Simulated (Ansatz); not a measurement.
# YbAl3 (Pm-3m): equation of state

The task here is to estimate one member of a computed series from the others.

Method: DFT PBEsol, scalar-relativistic, plane waves, PAW, in Ansatz 0.2.0.

### Starting point

Symmetry: Pm-3m, No. 221, cubic system. Conventional cell: a = 4.178 Å, b = 4.178 Å, c = 4.178 Å, α = 90.00°, β = 90.00°, γ = 90.00°. Yb (site symmetry m-3m) is surrounded by 12 Al at 2.95 Å. Al (site symmetry 4/mmm) has 4 Yb at 2.95 Å and 8 Al at 2.95 Å as nearest neighbours.

Coordinates:

```cif
data_structure
_symmetry_space_group_name_H-M 'Pm-3m'
_symmetry_Int_Tables_number 221
_cell_length_a 4.1781
_cell_length_b 4.1781
_cell_length_c 4.1781
_cell_angle_alpha 90.000
_cell_angle_beta 90.000
_cell_angle_gamma 90.000
_cell_volume 72.93
loop_
_atom_site_label
_atom_site_type_symbol
_atom_site_symmetry_multiplicity
_atom_site_Wyckoff_symbol
_atom_site_fract_x
_atom_site_fract_y
_atom_site_fract_z
_atom_site_occupancy
Yb1 Yb 1 a 0.00000 0.00000 0.00000 1
Al1 Al 3 c 0.00000 0.50000 0.50000 1
```

This cell comes from an earlier session at PBEsol: 18.234 Å³/atom at 0.01 GPa, on a 10×10×10 mesh.

Volume factors to run: 0.980, 1.020, 0.960, 1.040.

The first run:

The input, input.yaml:

```yaml
crystal:
  lattice:
    - [4.1500540561, 0.0, 0.0]
    - [0.0, 4.1500540561, 0.0]
    - [0.0, 0.0, 4.1500540561]
  atoms:
    - { symbol: Yb, position: [0.0, 0.0, 0.0] }
    - { symbol: Al, position: [0.0, 0.5, 0.5] }
    - { symbol: Al, position: [0.5, 0.5, 0.0] }
    - { symbol: Al, position: [0.5, 0.0, 0.5] }
basis:
  ecutwfc: 420
  ecutrho_ratio: 4
kpoints:
  mp_grid: { grid: [10, 10, 10] }
hamiltonian:
  xc: pbesol
scf:
  occupations: { method: gaussian, width: 0.05 }
output:
  forces: true
  stress: true
  eigenvalues: true
```

Started as:

```console
$ ansatz run input.yaml --threads 2 --pin off --max-ram 5120MiB --backend cpu --events-out ev --progress --plain --runs-dir out
```

Steps of the session up to this table: Scaling the volume by 0.980; Volume × 1.020; Volume × 0.960; At 1.040 of the relaxed volume.

One of the session's tables, all rows but one given; the rest of the session is left out.

It belongs to the step «The fit». 

| volume (Å³/atom) | energy (meV/atom) | pressure (GPa) |
| --- | --- | --- |
| 17.504 | 7.48 | 3.40 |
| 17.869 | 1.81 | 1.62 |
| 18.234 | 0.00 | 0.01 |
| 18.598 | ? | ? |
| 18.963 | 6.40 | -2.73 |

Estimate the missing values for volume (Å³/atom) = 18.598.

Worked estimate for «energy (meV/atom)». A straight line through the neighbours (18.234, 0.00) and (18.963, 6.40) gives 0.00 + (6.40 − 0.00) × (18.598 − 18.234) / (18.963 − 18.234) = 3.20; a parabola fitted to 3 rows on both sides gives 1.53.

As computed: energy (meV/atom): 1.64; pressure (GPa): -1.43. In «energy (meV/atom)» the line misses by +1.56 and the parabola by -0.11.
